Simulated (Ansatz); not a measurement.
# Ga: squeezing one contact

An exercise on one series of results from a longer session: the logs are not shown, and one member is left open.

Computed with Ansatz 0.2.0 (DFT PBEsol, with the methods named in each step, unless a step's input says otherwise).

**The structure to begin with**

Symmetry: P6_3/mmc, No. 194, hexagonal system. The conventional cell has a = 3.003 Å, b = 3.003 Å, c = 4.865 Å, α = 90.00°, β = 90.00°, γ = 120.00°. Around Ga (site symmetry -6m2) lie 12 Ga at 2.99 to 3.00 Å.

Coordinates:

```cif
data_structure
_symmetry_space_group_name_H-M 'P6_3/mmc'
_symmetry_Int_Tables_number 194
_cell_length_a 3.0032
_cell_length_b 3.0032
_cell_length_c 4.8651
_cell_angle_alpha 90.000
_cell_angle_beta 90.000
_cell_angle_gamma 120.000
_cell_volume 38.00
loop_
_atom_site_label
_atom_site_type_symbol
_atom_site_symmetry_multiplicity
_atom_site_Wyckoff_symbol
_atom_site_fract_x
_atom_site_fract_y
_atom_site_fract_z
_atom_site_occupancy
Ga1 Ga 2 c 0.33333 0.66667 0.25000 1
```

The file gives the conventional cell by its symmetry; the runs use the cell typed in the input.

Atoms are numbered in the order of the input: Ga1, Ga2.

The first run:

Contents of input.yaml:

```yaml
crystal:
  lattice:
    - [3.00316585, 0.0, 0.0]
    - [-1.501582925, 2.6008179178, 0.0]
    - [0.0, 0.0, 4.8651286769]
  atoms:
    - { symbol: Ga, position: [0.3333333333, 0.6666666667, 0.25] }
    - { symbol: Ga, position: [0.6666666667, 0.3333333333, 0.75] }
kpoints:
  mp_grid: { grid: [11, 11, 6] }
scf:
  occupations: { method: fermi_dirac, width: 0.05 }
hamiltonian:
  xc: pbesol
  pseudopotentials: { kind: all_electron, lapw: { basis_error: 0.001 } }
output:
  forces: true
  stress: true
  eigenvalues: true
  populations: true
```

Command:

```console
> ansatz run input.yaml --threads 1 --pin off --max-ram 2048MiB --backend cpu --events-out ev --progress --plain --runs-dir out
```

Among the steps run: The bond as given, LAPW; Shortest bond scaled by 1, crystal datasets; Shortest bond scaled by 0.88, LAPW; Shortest bond scaled by 0.7, LAPW; Shortest bond scaled by 0.7, crystal datasets; Shortest bond scaled by 0.64, LAPW; Shortest bond scaled by 0.58, LAPW; Shortest bond scaled by 0.58, crystal datasets.

One of the session's tables, all rows but one given; the rest of the session is left out.

```
             method  length (Å)  force along the bond (eV/Å)  pressure (GPa)  largest force (eV/Å)
               LAPW       1.733                       20.029           52.37                20.056
               LAPW       1.912                       10.395           28.92                10.457
               LAPW       2.091                        5.545           14.99                 5.657
               LAPW       2.629                        0.767           -1.38                 0.861
               LAPW       2.987                        0.000           -3.21                 0.000
                PAW       1.733                            ?               ?                     ?
                PAW       1.912                       10.383           28.84                10.446
                PAW       2.091                        5.555           14.99                 5.667
                PAW       2.629                        0.767           -1.40                 0.860
                PAW       2.987                        0.000           -3.23                 0.000
PAW (source ansatz)       1.733                       20.043           52.40                20.070
   crystal datasets       1.733                       20.031           52.37                20.058
   crystal datasets       2.091                        5.546           14.99                 5.658
   crystal datasets       2.987                        0.000           -3.21                 0.000
```

Q: Estimate the row for PAW, 1.733 from the others.

The run gave: force along the bond (eV/Å): 19.936; pressure (GPa): 52.08; largest force (eV/Å): 19.962. In the column «force along the bond (eV/Å)» it lies between LAPW, 1.912 (10.395) and LAPW, 1.733 (20.029).

To keep in mind: Warnings in the runs' records: crystal datasets made, printed levels off.
